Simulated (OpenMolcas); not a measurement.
**Fe⁴⁺ among point charges: CASSCF and CASPT2 levels and susceptibility**

How does a field of 3 point charges split the states of Fe⁴⁺, and what χT follows?

Program: OpenMolcas 26.06. Level of theory: state-averaged CASSCF and CASPT2, spin-orbit coupling by RASSI with atomic mean-field integrals. These are calculated values, not measurements, unless marked.

### 1 Starting point

* Species: Fe⁴⁺ (iron, Z = 26, 22 electrons)
* Basis: ANO-RCC-VDZP [5s4p2d1f], 34 functions
* Scalar Hamiltonian: DKH2, point nucleus
* Inactive shells: 1s 2s 2p 3s 3p
* Active space: 4 electrons in 5 orbitals (3d)
* Some configurations of this space: 3d⁴
* Orbitals: optimised for each spin and parity, averaged over all roots

Outer shells as boxes (Hund's rule):

3d4
```
3d [↑ ][↑ ][↑ ][↑ ][  ]
```

The ion sits among 3 point charges of -2 e arranged as a planar triangle (D3h), 2.19 Å from the ion.

Each step is its own input file, run in one work folder so that later steps find the files of earlier ones. Labels, J, g values, rates, χT and fits are worked out afterwards by a script from the matrices that RASSI stores.

### 2 Basis and integrals

File a.inp:

```
&GATEWAY
Coord
1

Fe 0.0 0.0 0.0
Basis=ANO-RCC-VDZP
Group=NoSym
NoMove
AngMom=0.0 0.0 0.0
AMFI
XField
3 Angstrom 0
2.190000 0.000000 0.000000 -2.000000
-1.095000 1.896596 0.000000 -2.000000
-1.095000 -1.896596 0.000000 -2.000000
&SEWARD
```

Run with:

```
> OMP_NUM_THREADS=1 MOLCAS_MEM=1689 MOLCAS_PROJECT=a pymolcas a.inp > a.log
```

Standard output:

```text
Basis set label: FE.ANO-RCC...5S4P2D1F.

      Electronic valence basis set:
      ------------------
      Associated Effective Charge  26.000000 au
      Associated Actual Charge     26.000000 au
      Nuclear Model: Point charge

      Shell  nPrim  nBasis  Cartesian Spherical Contaminant
         s      21       5        X
         p      15       4        X
         d      10       2                 X
         f       6       1                 X
                  Relativistic Douglas-Kroll-Hess integrals:
                    - DKH order of Hamiltonian: 2
                    - DKH order of Properties : 0
                  Atomic mean-field integrals
```

### 3 Reference wave functions, quintets, 5 roots

File a.inp:

```
&RASSCF
FileOrb=start.orb
Symmetry=1
Spin=5
nActEl=4 0 0
Inactive=9
Ras2=5
CIRoot=5 5 1
SDav=5
CIMx=300
Iter=120 100
PrWF=0.3
OrbListing=Nothing
MaxOrb=0
>>> COPY $Project.JobIph JOB001
```

start.orb holds the contracted functions of the basis, ordered by shell, or the orbitals of the step before.

Standard output, shortened:

```text
[...]
      Number of active orbitals                  5
[...]
      Spin quantum number                      2.0
[...]
      Active orbitals                            5
[...]
      Number of CSFs                             5
      Number of root(s) required                 5
[...]
      Convergence after  8 iterations
[...]
      Natural orbitals and occupation numbers for root  1
      sym 1:   1.000000   1.000000   1.000000   1.000000  -0.000000
      Natural orbitals and occupation numbers for root  2
      sym 1:  -0.000000   1.000000   1.000000   1.000000   1.000000
      Natural orbitals and occupation numbers for root  3
      sym 1:   1.000000   1.000000   1.000000  -0.000000   1.000000
::    RASSCF root number  1 Total energy:  -1273.31042077
::    RASSCF root number  2 Total energy:  -1273.31042077
::    RASSCF root number  3 Total energy:  -1273.29204608
::    RASSCF root number  4 Total energy:  -1273.29204608
::    RASSCF root number  5 Total energy:  -1273.28779430
```

### 4 Reference wave functions, triplets, 45 roots

File a.inp:

```
&RASSCF
FileOrb=start.orb
Symmetry=1
Spin=3
nActEl=4 0 0
Inactive=9
Ras2=5
CIRoot=45 45 1
SDav=45
CIMx=300
Iter=120 100
PrWF=0.3
OrbListing=Nothing
MaxOrb=0
>>> COPY $Project.JobIph JOB002
```

Standard output, shortened:

```text
[...]
      Number of active orbitals                  5
[...]
      Spin quantum number                      1.0
[...]
      Active orbitals                            5
[...]
      Number of CSFs                            45
      Number of root(s) required                45
[...]
      Convergence after  7 iterations
[...]
      Natural orbitals and occupation numbers for root  1
      sym 1:   0.613372   1.058049   1.027985   0.719586   0.581007
      Natural orbitals and occupation numbers for root  2
      sym 1:   0.613407   0.719586   1.027983   1.058049   0.580975
      Natural orbitals and occupation numbers for root  3
      sym 1:   0.920918   0.946049   1.042635   0.945894   0.144504
::    RASSCF root number  1 Total energy:  -1273.18342876
::    RASSCF root number  2 Total energy:  -1273.18342876
::    RASSCF root number  3 Total energy:  -1273.18339926
[...]
::    RASSCF root number 27 Total energy:  -1273.14424400
::    RASSCF root number 28 Total energy:  -1273.14424400
::    RASSCF root number 29 Total energy:  -1273.14137314
::    RASSCF root number 30 Total energy:  -1273.14136331
```

### 5 Reference wave functions, singlets, 50 roots

File a.inp:

```
&RASSCF
FileOrb=start.orb
Symmetry=1
Spin=1
nActEl=4 0 0
Inactive=9
Ras2=5
CIRoot=50 50 1
SDav=50
CIMx=300
Iter=120 100
PrWF=0.3
OrbListing=Nothing
MaxOrb=0
>>> COPY $Project.JobIph JOB003
```

Standard output, shortened:

```text
[...]
      Number of active orbitals                  5
[...]
      Spin quantum number                      0.0
[...]
      Active orbitals                            5
[...]
      Number of CSFs                            50
      Number of root(s) required                50
[...]
      Convergence after  7 iterations
[...]
      Natural orbitals and occupation numbers for root  1
      sym 1:   0.464110   1.167173   0.737435   1.167173   0.464110
      Natural orbitals and occupation numbers for root  2
      sym 1:   0.325291   0.997010   0.988917   1.191798   0.496984
      Natural orbitals and occupation numbers for root  3
      sym 1:   0.325234   1.191798   0.497061   0.997010   0.988897
::    RASSCF root number  1 Total energy:  -1273.12747471
::    RASSCF root number  2 Total energy:  -1273.12667936
::    RASSCF root number  3 Total energy:  -1273.12667936
[...]
::    RASSCF root number 27 Total energy:  -1273.05862981
::    RASSCF root number 28 Total energy:  -1273.05862981
::    RASSCF root number 29 Total energy:  -1273.03376853
::    RASSCF root number 30 Total energy:  -1273.02963789
```

### 6 State interaction with spin-orbit coupling

File a.inp:

```
&RASSI
NrOfJobIphs=3 5 45 50
1 2 3 4 5
1 2 3 4 5 6 7 8 9 10 11 12 13 14 15 16 17 18 19 20 21 22 23 24 25 26 27
28 29 30 31 32 33 34 35 36 37 38 39 40 41 42 43 44 45
1 2 3 4 5 6 7 8 9 10 11 12 13 14 15 16 17 18 19 20 21 22 23 24 25 26 27
28 29 30 31 32 33 34 35 36 37 38 39 40 41 42 43 44 45 46 47 48 49 50
IphNames
JOB001
JOB002
JOB003
EJob
SpinOrbit
DIPRint=1.0
SOCoupling=1000.0
Subsets=2
Property=9
'ANGMOM' 1 'ANGMOM' 2 'ANGMOM' 3 'MLTPL  1' 1 'MLTPL  1' 2 'MLTPL  1' 3
'AMFI' 1 'AMFI' 2 'AMFI' 3
SOProperty=3
'ANGMOM' 1 'ANGMOM' 2 'ANGMOM' 3
```

Standard output, shortened:

```text
SPIN-FREE ENERGIES:
  (Shifted by EMIN (a.u.) =      -1273.3104207716)
 SF State       Relative EMIN(au)   Rel lowest level(eV)    D:o, cm**(-1)      L_eff
     1             0.0000000000        0.0000000000              0.0000         2.0
     2             0.0000000017        0.0000000452              0.0004         2.0
     3             0.0183746893        0.5000007675           4032.7782         2.0
     4             0.0183746905        0.5000008004           4032.7784         2.0
     5             0.0226264758        0.6156977713           4965.9374         2.0
     6             0.1269920137        3.4556287345          27871.5254         4.9
     7             0.1269920137        3.4556287345          27871.5254         4.9
     8             0.1270215109        3.4564313933          27877.9993         4.9
     9             0.1270215124        3.4564314349          27877.9996         4.9
    10             0.1271322432        3.4594445737          27902.3022         4.9
[...]
Eigenvalues of complex Hamiltonian:
   -----------------------------------
  (Shifted by EMIN (a.u.) =      -1273.3104207716)
 SO State       Relative EMIN(au)   Rel lowest level(eV)    D:o, cm**(-1)     J-value
     1            -0.0027948739        0.0000000000              0.0000         1.4
     2            -0.0027916583        0.0000875013              0.7057         1.4
     3            -0.0015239445        0.0345837509            278.9368         2.0
     4            -0.0015239444        0.0345837517            278.9368         2.0
     5            -0.0002413124        0.0694859466            560.4420         2.2
     6            -0.0002413108        0.0694859914            560.4423         2.2
     7             0.0010549415        0.1047588122            844.9368         2.1
     8             0.0010549463        0.1047589429            844.9379         2.1
     9             0.0023648612        0.1404035439           1132.4310         1.6
    10             0.0023648612        0.1404035439           1132.4310         1.6
    11             0.0163929496        0.5221272752           4211.2405         1.5
[...]
```

Time for these steps: 16 s (1 thread, shared host).

States without spin-orbit coupling:

```
state  degeneracy  E (cm-1)  free-ion L (%)
   5E           2         0         D (100)
   5E           2      4033         D (100)
  5A1           1      4966         D (100)
   3E           2     27872          H (93)
   3E           2     27878          H (91)
  3A2           1     27902          H (94)
  3A2           1     28042          H (88)
  3A1           1     28044          H (88)
   3E           2     28713          H (87)
   3E           2     30862         H (100)
  3A2           1     31331          P (91)
   3E           2     31718          P (69)
  3A2           1     32223          F (92)
  3A1           1     32225          F (92)
   3E           2     32648          F (92)
  3A2           1     34082          F (88)
   3E           2     34167          F (67)
  3A1           1     35804          G (93)
   3E           2     35947          G (92)
   3E           2     36382          G (87)
   3E           2     36472          G (89)
  3A1           1     37102          G (85)
  3A2           1     37104          G (85)
  1A1           1     40152          I (97)
```

With spin-orbit coupling:

```json
{"E (cm-1)": "0.0", "Degeneracy": "1", "Label": "A1", "2S+1": "5", "g": ""}
{"E (cm-1)": "0.7", "Degeneracy": "1", "Label": "A2", "2S+1": "5", "g": ""}
{"E (cm-1)": "278.9", "Degeneracy": "2", "Label": "E", "2S+1": "5", "g": "0.00 0.00 0.01"}
{"E (cm-1)": "560.4", "Degeneracy": "2", "Label": "E", "2S+1": "5", "g": "0.00 0.00 4.01"}
{"E (cm-1)": "844.9", "Degeneracy": "2", "Label": "", "2S+1": "5", "g": "0.00 0.00 8.01"}
{"E (cm-1)": "1132", "Degeneracy": "2", "Label": "E", "2S+1": "5", "g": "0.00 0.00 12.01"}
{"E (cm-1)": "4211", "Degeneracy": "2", "Label": "E", "2S+1": "5", "g": "0.00 0.00 5.35"}
{"E (cm-1)": "4223", "Degeneracy": "1", "Label": "A1", "2S+1": "5", "g": ""}
{"E (cm-1)": "4501", "Degeneracy": "1", "Label": "A2", "2S+1": "5", "g": ""}
{"E (cm-1)": "4539", "Degeneracy": "2", "Label": "E", "2S+1": "5", "g": "0.00 0.00 2.77"}
{"E (cm-1)": "4654", "Degeneracy": "2", "Label": "E", "2S+1": "5", "g": "0.00 0.00 6.23"}
{"E (cm-1)": "4909", "Degeneracy": "2", "Label": "", "2S+1": "5", "g": "0.00 0.00 10.00"}
{"E (cm-1)": "5674", "Degeneracy": "2", "Label": "E", "2S+1": "5", "g": "0.00 0.00 7.77"}
{"E (cm-1)": "5769", "Degeneracy": "2", "Label": "E", "2S+1": "5", "g": "0.00 0.00 3.88"}
{"E (cm-1)": "5797", "Degeneracy": "1", "Label": "A1", "2S+1": "5", "g": ""}
{"E (cm-1)": "27975", "Degeneracy": "2", "Label": "E", "2S+1": "3", "g": "0.00 0.00 0.79"}
{"E (cm-1)": "27976", "Degeneracy": "1", "Label": "A1", "2S+1": "3", "g": ""}
{"E (cm-1)": "28108", "Degeneracy": "2", "Label": "E", "2S+1": "3", "g": "0.00 0.00 2.55"}
{"E (cm-1)": "28257", "Degeneracy": "1", "Label": "A2", "2S+1": "3", "g": ""}
{"E (cm-1)": "28303", "Degeneracy": "2", "Label": "E", "2S+1": "3", "g": "0.00 0.00 2.44"}
{"E (cm-1)": "28374", "Degeneracy": "2", "Label": "E", "2S+1": "3", "g": "0.00 0.00 4.15"}
{"E (cm-1)": "28536", "Degeneracy": "1", "Label": "A1", "2S+1": "3", "g": ""}
{"E (cm-1)": "28537", "Degeneracy": "1", "Label": "A2", "2S+1": "3", "g": ""}
{"E (cm-1)": "28711", "Degeneracy": "1", "Label": "A1", "2S+1": "3", "g": ""}
```

The table of states holds 24 of 64 computed; the rest, higher up, is left out. Labels of spin-orbit levels are those of the rotation subgroup (D3 for D3h). Principal g values are given for doublets only; a zero marks a field direction without first-order Zeeman splitting.

Powder χT (cm³ K/mol): 0.50 at 2 K, 0.52 at 5 K, 0.55 at 10 K, 0.59 at 20 K, 0.74 at 50 K, 0.96 at 100 K, 1.15 at 150 K, 1.32 at 200 K, 1.47 at 250 K, 1.61 at 300 K.

Orbitals of the lowest block (energies include the constant potential of the surroundings):

```
shell     space  energy (hartree)  mean occupation  ⟨r²⟩ (bohr²)
   1s  inactive         -264.4632            2.000       0.00455
   2s  inactive          -33.2799            2.000        0.0830
   2p  inactive          -28.3463            6.000        0.0677
   3s  inactive           -4.9616            2.000         0.746
   3p  inactive           -3.4441            6.000         0.812
   3d      RAS2                              4.000          1.05
```

### 7 CASPT2: IPEA 0.25, imaginary shift 0.1 (closed shells correlated: 3s 3p)

File a.inp:

```
>>> COPY JOB001 $Project.JobIph
&CASPT2
Multistate=5 1 2 3 4 5
NoMult
Frozen=5
IPEA=0.25
Imaginary=0.1
MaxIter=60
WThr=0.0 0.3 0.05
PrWF=0.5
NoMix
>>> COPY JOB002 $Project.JobIph
&CASPT2
Multistate=45 1 2 3 4 5 6 7 8 9 10 11 12 13 14 15 16 17 18 19 20 21 22
23 24 25 26 27 28 29 30 31 32 33 34 35 36 37 38 39 40 41 42 43 44 45
NoMult
Frozen=5
IPEA=0.25
Imaginary=0.1
MaxIter=60
WThr=0.0 0.3 0.05
PrWF=0.5
NoMix
>>> COPY JOB003 $Project.JobIph
&CASPT2
Multistate=50 1 2 3 4 5 6 7 8 9 10 11 12 13 14 15 16 17 18 19 20 21 22
23 24 25 26 27 28 29 30 31 32 33 34 35 36 37 38 39 40 41 42 43 44 45 46
47 48 49 50
NoMult
Frozen=5
IPEA=0.25
Imaginary=0.1
MaxIter=60
WThr=0.0 0.3 0.05
PrWF=0.5
NoMix
```

Standard output, shortened:

```text
[...]
      Active orbitals                            5
[...]
      E2 (Variational):          -0.2294982401
      Total energy:           -1273.5399190117
[...]
::    CASPT2 Root  1     Total energy:  -1273.53991901
::    CASPT2 Root  2     Total energy:  -1273.53997078
[...]
::    CASPT2 Root 27     Total energy:  -1273.30786112
::    CASPT2 Root 28     Total energy:  -1273.30808171
::    CASPT2 Root 29     Total energy:  -1273.28750200
::    CASPT2 Root 30     Total energy:  -1273.28156338
```

This run: 5.7 s of run time, 1 thread, shared host.

SS-CASPT2: lowest energy less the reference's lowest, -0.2295 hartree; reference weights 0.958 to 0.970.

Spin-free states, with their symmetry labels:

```
state  degeneracy  E (cm-1)  free-ion L (%)
   5E           2         0         D (100)
   5E           2      4114         D (100)
  5A1           1      5094         D (100)
   3E           2     27194          H (93)
  3A2           1     27266          H (94)
  3A2           1     27323          H (88)
  3A1           1     27324          H (88)
   3E           2     27432          H (91)
   3E           2     27922          H (87)
  3A2           1     28120          P (91)
   3E           2     28452          P (69)
  3A2           1     29312          F (92)
  3A1           1     29312          F (92)
   3E           2     29919          F (92)
   3E           2     30449         H (100)
  3A2           1     31236          F (88)
   3E           2     31262          F (67)
  3A1           1     33173          G (93)
   3E           2     33372          G (92)
   3E           2     34147          G (89)
   3E           2     34394          G (87)
  3A1           1     34962          G (85)
  3A2           1     34964          G (85)
  1A1           1     39536          I (97)
```

With spin-orbit coupling:

```json
{"E (cm-1)": "0", "Degeneracy": "1", "Label": "A1", "2S+1": "5", "g": ""}
{"E (cm-1)": "1", "Degeneracy": "1", "Label": "A2", "2S+1": "5", "g": ""}
{"E (cm-1)": "280", "Degeneracy": "2", "Label": "E", "2S+1": "5", "g": "0.00 0.00 0.01"}
{"E (cm-1)": "560", "Degeneracy": "2", "Label": "E", "2S+1": "5", "g": "0.00 0.00 4.01"}
{"E (cm-1)": "850", "Degeneracy": "2", "Label": "", "2S+1": "5", "g": "0.00 0.00 8.01"}
{"E (cm-1)": "1130", "Degeneracy": "2", "Label": "E", "2S+1": "5", "g": "0.00 0.00 12.01"}
{"E (cm-1)": "4300", "Degeneracy": "2", "Label": "E", "2S+1": "5", "g": "0.00 0.00 5.37"}
{"E (cm-1)": "4310", "Degeneracy": "1", "Label": "A1", "2S+1": "5", "g": ""}
{"E (cm-1)": "4580", "Degeneracy": "1", "Label": "A2", "2S+1": "5", "g": ""}
{"E (cm-1)": "4620", "Degeneracy": "2", "Label": "E", "2S+1": "5", "g": "0.00 0.00 2.74"}
{"E (cm-1)": "4740", "Degeneracy": "2", "Label": "E", "2S+1": "5", "g": "0.00 0.00 6.21"}
{"E (cm-1)": "4990", "Degeneracy": "2", "Label": "", "2S+1": "5", "g": "0.00 0.00 10.00"}
{"E (cm-1)": "5800", "Degeneracy": "2", "Label": "E", "2S+1": "5", "g": "0.00 0.00 7.79"}
{"E (cm-1)": "5890", "Degeneracy": "2", "Label": "E", "2S+1": "5", "g": "0.00 0.00 3.89"}
{"E (cm-1)": "5920", "Degeneracy": "1", "Label": "A1", "2S+1": "5", "g": ""}
{"E (cm-1)": "27260", "Degeneracy": "1", "Label": "A1", "2S+1": "3", "g": ""}
{"E (cm-1)": "27390", "Degeneracy": "2", "Label": "E", "2S+1": "3", "g": "0.00 0.00 2.22"}
{"E (cm-1)": "27400", "Degeneracy": "2", "Label": "E", "2S+1": "3", "g": "0.00 0.00 1.62"}
{"E (cm-1)": "27490", "Degeneracy": "1", "Label": "A1", "2S+1": "3", "g": ""}
{"E (cm-1)": "27570", "Degeneracy": "1", "Label": "A2", "2S+1": "3", "g": ""}
{"E (cm-1)": "27730", "Degeneracy": "2", "Label": "E", "2S+1": "3", "g": "0.00 0.00 1.75"}
{"E (cm-1)": "27780", "Degeneracy": "2", "Label": "E", "2S+1": "3", "g": "0.00 0.00 5.05"}
{"E (cm-1)": "27830", "Degeneracy": "1", "Label": "A1", "2S+1": "3", "g": ""}
{"E (cm-1)": "27830", "Degeneracy": "1", "Label": "A2", "2S+1": "3", "g": ""}
```

Powder χT (cm³ K/mol): 0.50 at 2 K, 0.52 at 5 K, 0.55 at 10 K, 0.59 at 20 K, 0.74 at 50 K, 0.96 at 100 K, 1.15 at 150 K, 1.32 at 200 K, 1.47 at 250 K, 1.61 at 300 K.

### 8 The methods side by side

A. CASSCF
B. SS-CASPT2, IPEA 0.25, imaginary shift 0.1 (closed shells correlated: 3s 3p)

```
method  ground state  first state of that spin (cm-1)  first gap with spin-orbit (cm-1)  χT at 300 K
     A            5E                          5E 4033                               0.7         1.61
     B            5E                          5E 4114                               0.8         1.61
```

### 9 Outcome

| quantity | value |
| --- | --- |
| method | SS-CASPT2, IPEA 0.25, imaginary shift 0.1 (closed shells correlated: 3s 3p) |
| spin-free ground state | 5E, 2-fold in its orbital part |
| first state of the same spin within the active space | 5E at 4110 cm⁻¹ |
| lowest level | 1-fold A1 |
| next level | 0.8 cm⁻¹ |
| χT at 300 K | 1.61 cm³ K/mol |
| effective moment at 300 K | 3.59 μB |

Cost by method:

```
                                              method  time of its own steps  time with the reference
                                           A. CASSCF                   16 s                     16 s
B. SS-CASPT2, IPEA 0.25, imaginary shift 0.1, +3s 3p                  5.7 s                     21 s
```

Times are of one thread on a shared host.

The spin-free ground state (5E) comes to 100 % from free-ion D terms and keeps the highest spin of the shell. χT at 300 K is 1.61, against 3.01 cm³ K/mol for the spin alone, so spin-orbit coupling lowers it. An active space of the d shell alone favours high spin; real ions in strong fields can be low spin. CASPT2 does not keep the components of a term degenerate, and the means are used. The field of point charges can differ much from that of real complexes. With metal d orbitals alone active, the gaps between spin states are rough; where two lie within a few thousand cm-1, their order is open. This is an electrostatic model: the charges have no orbitals.
